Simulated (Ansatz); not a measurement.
# One shape, several levels: doublet [Ge2H6]+

Aim: a comparison of 6 runs (U-r2SCAN/6-31G*, UB3LYP/6-31G*, UHSE06/6-31G*, UPBE0/6-31G*, RPA@PBE0/6-31G*) of doublet [Ge2H6]+. 

The results are computed with Ansatz 0.2.0.

39 further runs of the same task are left out: 39 set aside as unsound or not needed.

## (1) Starting point

The species is [Ge2H6]+ (8 atoms), meant as a doublet with charge +1. As SMILES of the parent species, `[GeH3][GeH3]`. The coordinates come from a PBE0-D4/def2-TZVP relaxation. That shape belongs to the parent species and isn't relaxed for this state.

Bond lengths: Ge1–Ge2 2.420 Å, Ge1–H3 1.537 Å, Ge1–H4 1.537 Å, Ge1–H5 1.537 Å, Ge2–H6 1.537 Å, Ge2–H7 1.537 Å, Ge2–H8 1.537 Å. Some angles: Ge1–Ge2–H6 110.3°, Ge1–Ge2–H7 110.3°, Ge1–Ge2–H8 110.3°, Ge2–Ge1–H3 110.3°, Ge2–Ge1–H4 110.3°, Ge2–Ge1–H5 110.3°, H6–Ge2–H7 108.6°, H6–Ge2–H8 108.6°, H7–Ge2–H8 108.6°, H3–Ge1–H4 108.6°.

## (2) A single-point energy at U-r2SCAN/6-31G(d) (spherical functions) (run 1)

Input file run.yaml:

```yaml
basis:
  gaussian: {orbitals: 6-31G_st_-spherical.json}
crystal:
  periodic: [false, false, false]
  atoms:
    - symbol: Ge
      position_ang: [-0.569150, 0.281910, -1.029950]
    - symbol: Ge
      position_ang: [0.569150, -0.281910, 1.029950]
    - symbol: H
      position_ang: [-0.360530, -0.825230, -2.075830]
    - symbol: H
      position_ang: [-2.077470, 0.442320, -0.780090]
    - symbol: H
      position_ang: [-0.023210, 1.601970, -1.597890]
    - symbol: H
      position_ang: [0.367430, 0.829100, 2.073090]
    - symbol: H
      position_ang: [2.076310, -0.450460, 0.778490]
    - symbol: H
      position_ang: [0.017470, -1.597700, 1.602230]
total_charge: 1
magnetization: {spin_polarized: true, initial_magnetization: 1}
hamiltonian: {xc: r2scan}
accuracy: high
output: {orbitals: {seedname: orbitals}}
```

The basis set 6-31G* is read from a file made from the Basis Set Exchange's data (not shown).

Run with:

```console
$ ansatz run run.yaml --threads 1 --pin off --max-ram 3480MiB --events-out events.jsonl --progress --plain --runs-dir runs
```

The program printed:

```text
Warning: RAYON_NUM_THREADS=1 ignored (pool sized by the plan → 1); use --threads N
Functional definition: r2SCAN
  name "r2SCAN"
  parameter k0 = 0.174
  parameter k1 = 0.065
  parameter a1 = 4.9479
  exchange = r2scan_x(k0 = k0, k1 = k1, a1 = a1)
  correlation = r2scan_c
1611 factors; integrals over basis functions are off by at most 8.5e-9 eV
mean field evaluation 1: about -113106.9133 eV, gradient 1.0e1 eV
mean field evaluation 2: about -113107.2456 eV, gradient 7.0e0 eV
mean field evaluation 4: about -113107.3165 eV, gradient 3.3e-1 eV
mean field evaluation 8: about -113107.3123 eV, gradient 2.5e-2 eV
mean field evaluation 16: about -113107.3123 eV, gradient 5.9e-6 eV
mean field evaluation 32: about -113107.2949 eV, gradient 9.2e-1 eV
mean field -113107.31230307 eV, -4156.6170602481 hartree, gradient 1.3e-8 eV, S^2 0.752571; 4 other end points of the search recorded, 0 dependent functions left out
reference -113107.31230587 eV, -4156.6170603509 hartree; 35, 34 occupied and 41, 42 virtual orbitals, 1611 factors
Total energy: -113107.31230587 eV, -4156.6170603509 hartree
```

Run time: 12 s. Hardware: 1 thread of Intel Xeon 6975P-C (Granite Rapids), shared host; peak memory 0.4 GiB.

## (3) A single-point energy at UB3LYP/6-31G(d) (spherical functions) (run 2)

Input file run.yaml:

```yaml
crystal:
  periodic: [false, false, false]
  atoms:
    - {symbol: Ge, position_ang: [-0.569150, 0.281910, -1.029950]}
    - {symbol: Ge, position_ang: [0.569150, -0.281910, 1.029950]}
    - {symbol: H, position_ang: [-0.360530, -0.825230, -2.075830]}
    - {symbol: H, position_ang: [-2.077470, 0.442320, -0.780090]}
    - {symbol: H, position_ang: [-0.023210, 1.601970, -1.597890]}
    - {symbol: H, position_ang: [0.367430, 0.829100, 2.073090]}
    - {symbol: H, position_ang: [2.076310, -0.450460, 0.778490]}
    - {symbol: H, position_ang: [0.017470, -1.597700, 1.602230]}
basis:
  gaussian:
    orbitals: 6-31G_st_-spherical.json
total_charge: 1
magnetization:
  spin_polarized: true
  initial_magnetization: 1
hamiltonian:
  xc: {name: B3LYP}
accuracy: high
output: {orbitals: {seedname: orbitals}}
```

The basis set 6-31G* is read from a file made from the Basis Set Exchange's data (not shown).

Run with:

```console
$ ansatz run run.yaml --threads 1 --pin off --max-ram 3480MiB --events-out events.jsonl --progress --plain --runs-dir runs
```

The program printed:

```text
Warning: RAYON_NUM_THREADS=1 ignored (pool sized by the plan → 1); use --threads N
Functional definition: B3LYP
  name "B3LYP"
  parameter a0 = 0.2
  parameter ax = 0.72
  parameter ac = 0.81
  exchange = (1 - a0 - ax)*slater_x + ax*b88_x + a0*exact_x
  correlation = (1 - ac)*vwn_rpa_c + ac*lyp_c
1611 factors; integrals over basis functions are off by at most 8.5e-9 eV
mean field evaluation 1: about -113110.4005 eV, gradient 9.9e0 eV
mean field evaluation 2: about -113110.7149 eV, gradient 6.6e0 eV
mean field evaluation 4: about -113110.7774 eV, gradient 2.1e-1 eV
mean field evaluation 8: about -113110.8701 eV, gradient 2.8e-2 eV
mean field evaluation 16: about -113110.8701 eV, gradient 3.8e-5 eV
mean field -113110.87012075 eV, -4156.7478076362 hartree, gradient 6.0e-8 eV, S^2 0.751363; 2 other end points of the search recorded, 0 dependent functions left out
reference -113110.87016397 eV, -4156.7478092245 hartree; 35, 34 occupied and 41, 42 virtual orbitals, 1611 factors
Total energy: -113110.87016397 eV, -4156.7478092245 hartree
```

Wall time 7.5 s (1 thread of Intel Xeon 6975P-C (Granite Rapids), shared host); peak memory 0.41 GiB.

Runs 3 to 5 aren't shown in full; the table further down has their settings and results.

## (4) A single-point energy at RPA@PBE0/6-31G(d) (spherical functions) (run 6)

Input file in.yaml:

```yaml
crystal:
  periodic: [false, false, false]
  atoms:
    - {symbol: Ge, position_ang: [-0.569150, 0.281910, -1.029950]}
    - {symbol: Ge, position_ang: [0.569150, -0.281910, 1.029950]}
    - {symbol: H, position_ang: [-0.360530, -0.825230, -2.075830]}
    - {symbol: H, position_ang: [-2.077470, 0.442320, -0.780090]}
    - {symbol: H, position_ang: [-0.023210, 1.601970, -1.597890]}
    - {symbol: H, position_ang: [0.367430, 0.829100, 2.073090]}
    - {symbol: H, position_ang: [2.076310, -0.450460, 0.778490]}
    - {symbol: H, position_ang: [0.017470, -1.597700, 1.602230]}
basis:
  gaussian:
    orbitals: 6-31G_st_-spherical.json
total_charge: 1
magnetization:
  spin_polarized: true
  initial_magnetization: 1
hamiltonian:
  xc: pbe0
correlation:
  method: rpa
  frozen_orbitals: {Ge: 9, H: 0}
accuracy: high
```

The basis set 6-31G* is read from a file made from the Basis Set Exchange's data (not shown).

Run with:

```console
$ ansatz run in.yaml --threads 1 --pin off --max-ram 3480MiB --events-out events.jsonl --progress --plain --runs-dir runs
```

The program printed, shortened:

```text
Warning: RAYON_NUM_THREADS=1 ignored (pool sized by the plan → 1); use --threads N
Functional definition: PBE0
  name "PBE0"
[...]
1611 factors; integrals over basis functions are off by at most 8.5e-9 eV
[...]
mean field -113093.79332172 eV, -4156.1202468467 hartree, gradient 2.8e-8 eV, S^2 0.751833; 2 other end points of the search recorded, 0 dependent functions left out
18 core orbitals not correlated: weight in the atoms' cores, before any rotation towards them, 1.000 or more for the frozen orbitals, at most 0.000 for the correlated occupied ones
reference -113015.59436687 eV, -4153.2464882613 hartree; 17, 16 occupied and 41, 42 virtual orbitals, 1611 factors
Total energy: -113033.55942027 eV, -4153.9066917966 hartree
```

Run time: 11 s. Hardware: 1 thread of Intel Xeon 6975P-C (Granite Rapids), shared host; peak memory 0.41 GiB.

## (5) The series

```tsv
run	level	Cartesian functions	frozen core orbitals	energy (Eh)	HOMO energy (eV)	LUMO energy (eV)	⟨S²⟩	wall time
1	U-r2SCAN/6-31G* (spherical functions)	no	–	-4156.617060	-14.17	-12.98	0.753	12 s
2	UB3LYP/6-31G* (spherical functions)	no	–	-4156.747809	-14.85	-12.59	0.751	7.5 s
3	UHSE06/6-31G* (spherical functions)	no	–	-4156.120445	-14.66	-12.69	0.752	8.1 s
4	UPBE0/6-31G* (spherical functions)	no	–	-4156.120247	-15.06	-12.32	0.752	7.8 s
5	UB3LYP/6-31G* (Cartesian functions)	yes	–	-4156.757926	-14.85	-12.59	0.751	8.4 s
6	RPA@PBE0/6-31G* (spherical functions)	no	18	-4153.906692	–	–	0.752	11 s
```

## (6) Results

| quantity | value |
| --- | --- |
| run 6: total energy | -4153.90669 Eh |
| run 6: RPA correlation energy (valence) | -660.2 mEh |
| run 6: ⟨S²⟩ of the reference determinant | 0.752 |

Totals of different functionals can't be ranked against each other. All runs together took 55 s, the longest 12 s.
